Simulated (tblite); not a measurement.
# CH3BrS: the cost of one run

Programs: tblite 0.8.0 and PySCF 2.14.0. All values are calculated, for the isolated system unless a continuum is named. Atoms count from 0, parts from 1.

## (1) The system as given

6 atoms, charge 0, multiplicity 1; geometry: rigid parts in contact. Parts: 1 = atoms 0–1, `Br`, charge 0; 2 = atoms 2–5, `C=S`, charge 0.

## (2) Docking the parts with GFN2-xTB

What the job is given:

```
{"job": {"kind": "dock", "xc": "GFN2-xTB", "basis": "xTB"}, "charge": 0, "multiplicity": 1, "parts": [{"atoms": "0-1", "charge": 0, "multiplicity": 1}, {"atoms": "2-5", "charge": 0, "multiplicity": 1}]}
Br     0.700503    -0.018274     0.003201
H     -0.700503     0.018274    -0.003201
C     -2.986427     0.000169    -1.034472
S     -2.784187     1.415479    -1.764727
H     -3.350692    -0.866592    -1.570583
H     -2.764592    -0.133083     0.016524
```

Method: GFN2-xTB search for minima from random contacts, gas phase.

On the command line:

```bash
$ OMP_NUM_THREADS=1 python cluster_run.py task.json out
```

One launch serves the whole session: the jobs run in the order shown.

Q: Estimate the wall time of this first job on 1 thread of Arm Neoverse N1, shared host.

About 7.1 s.
